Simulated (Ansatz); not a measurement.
Turn this script for Ansatz's Python interface into the input file that the command-line program reads.

Script `scf_na2lucucl6.py`:
```python
"""SCF run for Na2LuCuCl6."""

import sys

import ansatz

na2lucucl6 = (
    ansatz.Lattice.of([0.0, 5.074439, 5.074439], [5.074439, 0.0, 5.074439], [5.074439, 5.074439, 0.0])
    .atom("Na", [0.75, 0.75, 0.75])
    .atom("Na", [0.25, 0.25, 0.25])
    .atom("Lu", [0.0, 0.0, 0.0])
    .atom("Cu", [0.5, 0.5, 0.5])
    .atom("Cl", [0.74741, 0.25259, 0.25259])
    .atom("Cl", [0.25259, 0.25259, 0.74741])
    .atom("Cl", [0.25259, 0.74741, 0.74741])
    .atom("Cl", [0.25259, 0.74741, 0.25259])
    .atom("Cl", [0.74741, 0.25259, 0.74741])
    .atom("Cl", [0.74741, 0.74741, 0.25259])
)

# the calculation
job = na2lucucl6.calculation()
job = job.functional("PBEsol").kpoints(3, 3, 3)
job = job.occupations(ansatz.OccupationsMethod.FIXED)
job = job.compute(forces=True)
try:
    res = job.run(threads=1)
except ansatz.NonConvergedError as error:
    sys.exit(f"no convergence: {error}")
except ansatz.RefusalError as error:
    sys.exit(f"input refused: {error}")
report = res.report

print("%-22s %14.5f eV" % ("F = E - TS", report["free_energy_ev"]))
print("%-22s %14.5f eV" % ("E", report["internal_energy_ev"]))
print("%-22s %14.5f eV" % ("Harris-Foulkes", report["harris_foulkes_ev"]))
print("%-22s %14.5f eV" % ("Fermi level", report["fermi_energy_ev"]))

print("energy terms (eV)")
for term, value in report["components"].items():
    if abs(value) > 1e-9:
        print(f"  {term:26s} {value:16.5f}")

# forces in eV per angstrom
print("forces (eV/A)")
for site, force in zip(res.lattice.sites, report["forces_ev_ang"]):
    print(f"  {site.symbol:2s} {force[0]:9.4f} {force[1]:9.4f} {force[2]:9.4f}")
```

```console
$ python scf_na2lucucl6.py
DeckWarning: basis.ecutwfc = 420 eV, auto-derived from the records' recommended cutoffs: set by Na (normal level)
F = E - TS               -30532.23510 eV
E                        -30532.23510 eV
Harris-Foulkes           -30532.23510 eV
Fermi level                   4.53904 eV
energy terms (eV)
  e_band                          -1325.76077
  e_kinetic                        1925.03214
  e_local                        -19814.34718
  e_nonlocal                       1401.25165
  e_hartree                        8277.82625
  e_xc                            -1014.43375
  e_vxc                           -1195.50280
  e_paw                          -13259.05841
  e_vpaw                           -197.85198
  e_augmentation_tail                 0.00077
  e_ewald                         -8050.48493
  e_core_change                       1.97835
forces (eV/A)
  Na    0.0000   -0.0000    0.0000
  Na    0.0000   -0.0000    0.0000
  Lu    0.0000    0.0000    0.0000
  Cu    0.0000    0.0000    0.0000
  Cl    0.0814   -0.0000    0.0000
  Cl    0.0000    0.0000    0.0814
  Cl   -0.0814   -0.0000    0.0000
  Cl   -0.0000    0.0814    0.0000
  Cl   -0.0000   -0.0814    0.0000
  Cl   -0.0000    0.0000   -0.0814
```
(Warnings from the package without file and line.)

`input.yaml`:
```yaml
crystal:
  lattice:
    - [0.0, 5.074439, 5.074439]
    - [5.074439, 0.0, 5.074439]
    - [5.074439, 5.074439, 0.0]
  atoms:
    - { symbol: Na, position: [0.75, 0.75, 0.75] }
    - { symbol: Na, position: [0.25, 0.25, 0.25] }
    - { symbol: Lu, position: [0.0, 0.0, 0.0] }
    - { symbol: Cu, position: [0.5, 0.5, 0.5] }
    - { symbol: Cl, position: [0.74741, 0.25259, 0.25259] }
    - { symbol: Cl, position: [0.25259, 0.25259, 0.74741] }
    - { symbol: Cl, position: [0.25259, 0.74741, 0.74741] }
    - { symbol: Cl, position: [0.25259, 0.74741, 0.25259] }
    - { symbol: Cl, position: [0.74741, 0.25259, 0.74741] }
    - { symbol: Cl, position: [0.74741, 0.74741, 0.25259] }
kpoints:
  mp_grid: { grid: [3, 3, 3] }
hamiltonian:
  xc: pbesol
scf:
  occupations: { method: fixed }
output:
  forces: true
```

Launched from the shell:
```console
$ ansatz run input.yaml --threads 1 --pin off --max-ram 3072MiB --backend cpu --events-out ev --progress --plain --runs-dir out
Engine: ansatz 0.2.0, aarch64-unknown-linux-gnu
Pseudopotentials: kind: paw
Pseudopotential: Na, paw, valence charge 9, recommended cutoff 420 eV (normal), Na.paw.azcp
Pseudopotential: Lu, paw, valence charge 25, recommended cutoff 420 eV (normal), Lu.paw.azcp
Pseudopotential: Cu, paw, valence charge 19, recommended cutoff 420 eV (normal), Cu.paw.azcp
Pseudopotential: Cl, paw, valence charge 7, recommended cutoff 420 eV (normal), Cl.paw.azcp
Functional definition: PBEsol
  exchange = pbesol_x
  correlation = pbesol_c
Crystal: 10 atoms, lattice volume = 261.333 Å³
Basis set: ecut = 420 eV, 5029 PW (Γ), exchange–correlation on 96×96×96 points (8 copies of the dense FFT grid, shifted against one another)
Bands: 63, of which v1, the nominal top of the filled ones, is band 52 counted from 1 (51 counted from 0)
Symmetry: 48 space group operations
Space group: Fm-3m (ITA 225), of the structure as read, at distance tolerance 6.4e-5 Å
k-points: 4 of 27
Non-local potential: Na, projectors of the file, l = 0: 3, l = 1: 2, l = 2: 1
Non-local potential: Lu, projectors of the file, l = 0: 3, l = 1: 2, l = 2: 2, l = 3: 3
Non-local potential: Cu, projectors of the file, l = 0: 3, l = 1: 2, l = 2: 3, l = 3: 1
Non-local potential: Cl, projectors of the file, l = 0: 2, l = 1: 2, l = 2: 2
PAW form: soft (Blöchl's): semilocal exchange-correlation on the pseudo side does not see the compensation charge
PAW frozen core: Na, regenerated for the run's functional, and the local potential with it (the file was generated under x = pbe(κ = 0.804, μ = 0.2195149727645171), c = pbe(β = 0.06672455060314922))
PAW frozen core: Lu, regenerated for the run's functional, and the local potential with it (the file was generated under x = pbe(κ = 0.804, μ = 0.2195149727645171), c = pbe(β = 0.06672455060314922))
PAW frozen core: Cu, regenerated for the run's functional, and the local potential with it (the file was generated under x = pbe(κ = 0.804, μ = 0.2195149727645171), c = pbe(β = 0.06672455060314922))
PAW frozen core: Cl, regenerated for the run's functional, and the local potential with it (the file was generated under x = pbe(κ = 0.804, μ = 0.2195149727645171), c = pbe(β = 0.06672455060314922))
PAW one-centre angular grid: Na, 110 points (default); XC on 64 Gauss nodes
PAW one-centre angular grid: Lu, 590 points (default); XC on 64 Gauss nodes
PAW one-centre angular grid: Cu, 590 points (default); XC on 64 Gauss nodes
PAW one-centre angular grid: Cl, 110 points (default); XC on 64 Gauss nodes
Initial density: superposition of atomic densities (neutral atoms: chi_scale 0, normalization atom), corrected by the library's trained network
Initial wavefunctions: pseudopotential atomic-orbital guess
Functional: x = pbesol(κ = 0.804, μ = 0.12345679012345678), c = pbesol(β = 0.046)
SCF iter   1: F=—  HF=-30532.263429 eV  |F-HF|=—  |Δ(HF+E_count)|=         —  Δρ=4.17e-3  dr2=7.32e-2  ethr=1.77e-3  ⟨swp⟩=5.8  Hψ=879  notcnv=0  defer=28
preconditioner: auto → Resta (q_TF=auto, 2.340 Å⁻¹)  ε∞=5.0  [insulator: Δε(μ)=1.884 eV  Ē_g=9.752 eV  n_scr=58 (ndim 8)  ℏωp=19.5 eV  f_vac=0.200  ε∞_Penn≈5.0]
SCF iter   2: F=—  HF=-30532.239669 eV  |F-HF|=—  |Δ(HF+E_count)|=   2.38e-2  Δρ=1.92e-3  dr2=1.35e-2  ethr=7.04e-5  ⟨swp⟩=2.5  Hψ=503  notcnv=0  defer=36
SCF iter   3: F=—  HF=-30532.237025 eV  |F-HF|=—  |Δ(HF+E_count)|=   2.64e-3  Δρ=1.51e-3  dr2=5.04e-3  ethr=1.29e-5  ⟨swp⟩=2.5  Hψ=451  notcnv=0  defer=32
automatic band count: iteration 3 solves 62 bands in place of 63: the levels show a gap, and the empty bands left out lie too high to hold charge; the band table lists the bands solved (type scf.n_extra_bands for more)
SCF iter   4: F=—  HF=-30532.235382 eV  |F-HF|=—  |Δ(HF+E_count)|=   1.64e-3  Δρ=7.89e-4  dr2=9.42e-4  ethr=4.85e-6  ⟨swp⟩=2.8  Hψ=557  notcnv=0  defer=32
SCF iter   5: F=—  HF=-30532.235360 eV  |F-HF|=—  |Δ(HF+E_count)|=   2.18e-5  Δρ=1.76e-4  dr2=1.20e-4  ethr=9.06e-7  ⟨swp⟩=2.5  Hψ=490  notcnv=0  defer=25
SCF iter   6: F=—  HF=-30532.235107 eV  |F-HF|=—  |Δ(HF+E_count)|=   2.53e-4  Δρ=1.18e-4  dr2=3.41e-5  ethr=1.15e-7  ⟨swp⟩=3.0  Hψ=463  notcnv=0  defer=20
SCF iter   7: F=—  HF=-30532.235102 eV  |F-HF|=—  |Δ(HF+E_count)|=   4.43e-6  Δρ=3.14e-5  dr2=4.41e-6  ethr=3.28e-8  ⟨swp⟩=2.0  Hψ=426  notcnv=0  defer=20
SCF iter   8: F=—  HF=-30532.235103 eV  |F-HF|=—  |Δ(HF+E_count)|=   1.05e-6  Δρ=2.00e-5  dr2=1.59e-6  ethr=4.24e-9  ⟨swp⟩=2.0  Hψ=438  notcnv=0  defer=20
SCF iter   9: F=-30532.235104 eV  HF=-30532.235104 eV  |F-HF|=8.98e-9  |Δ(HF+E_count)|=   1.99e-7  Δρ=4.39e-6  dr2=8.69e-8  ethr=2.51e-10  ⟨swp⟩=5.0  Hψ=1306  notcnv=0
SCF 1 converged in 9 iterations: F = -30532.235104 eV  dr2 = 8.69e-8
  greatest PAW one-centre occupation: 1.000 electrons in one spin orbital (limit 2), on the Cu atom at site 3 (counted from 0), in its partial waves of l = 0
SCF converged after 9 iterations
Free energy (F): -30532.235104 eV
Harris-Foulkes:  -30532.235104 eV  (|F-HF|=8.98e-9)
Internal energy: -30532.235104 eV  (E = F + TS)
E sigma→0 (E₀):  -30532.235104 eV
Fermi energy:    4.539044 eV
--- Per-component energies (eV) ---
  E_band       = -1325.760769
  E_kinetic    = 1925.032148
  E_local      = -19814.346974  (includes V_loc(G=0)·N_el)
  E_nonlocal   = 1401.251588
  E_hartree    = 8277.826072
  E_xc         = -1014.433754
  E_vxc        = -1195.502807  (∫ρ·V_xc dr)
  E_paw        = -13259.058373  (= ΣΔE_a)
  E_vpaw       = -197.851930  (= ΣTr[D̂ρ^β])
  E_aug_tail   = 0.000773  (compensation charges beyond the density's cutoff)
  E_ewald      = -8050.484934
  E_core_change = 1.978350  (= ΣΔE_core)
  E_smearing   = -0.000000  (= −TS)
  E_closure    = -0.000000  (closes the sum)
  Σ components = -30532.235104   (vs F -30532.235104, Δ=0.00e0)
--- Forces (eV/Å), atoms counted from 1 ---
  atom   1  Na    -0.00000000     0.00000000     0.00000000
  atom   2  Na    -0.00000000     0.00000000    -0.00000000
  atom   3  Lu     0.00000000    -0.00000000    -0.00000000
  atom   4  Cu     0.00000000    -0.00000000     0.00000000
  atom   5  Cl     0.08136063    -0.00000000     0.00000000
  atom   6  Cl    -0.00000000     0.00000000     0.08136063
  atom   7  Cl    -0.08136063    -0.00000000    -0.00000000
  atom   8  Cl     0.00000000     0.08136063     0.00000000
  atom   9  Cl    -0.00000000    -0.08136063     0.00000000
  atom  10  Cl    -0.00000000    -0.00000000    -0.08136063
  max |Σ_I F_I| component: 3.59e-17 eV/Å
```

What to keep in mind:
- Absolute energies stand on the zero of these potentials, so only differences at equal settings mean something. A total without «per atom» is that of the cell as typed.
- No spin polarisation was allowed.
- The energy terms are those on the plane-wave grid, with the one-centre PAW part apart; e_band, e_vxc and e_vpaw aren't summands of the total.
- With fixed filling the reported Fermi level is the top filled level among the k-points of the SCF.
- Only differences from the Fermi energy are physical; the zero of the scale is a convention.
- Without a Hubbard U or exact exchange, semilocal functionals often make such 3d compounds metallic or too weakly gapped.
- The structure comes from a database of computed cells and needn't be a stable or known phase.
- Gaps and levels are Kohn-Sham values on a finite set of k-points, without spin-orbit coupling.
- Hardware and time: 5.5 s on 1 thread of Arm Neoverse V1 (shared host), peak memory 0.57 GiB.

(Lines on the test bed's own set-up are left out of the output.)
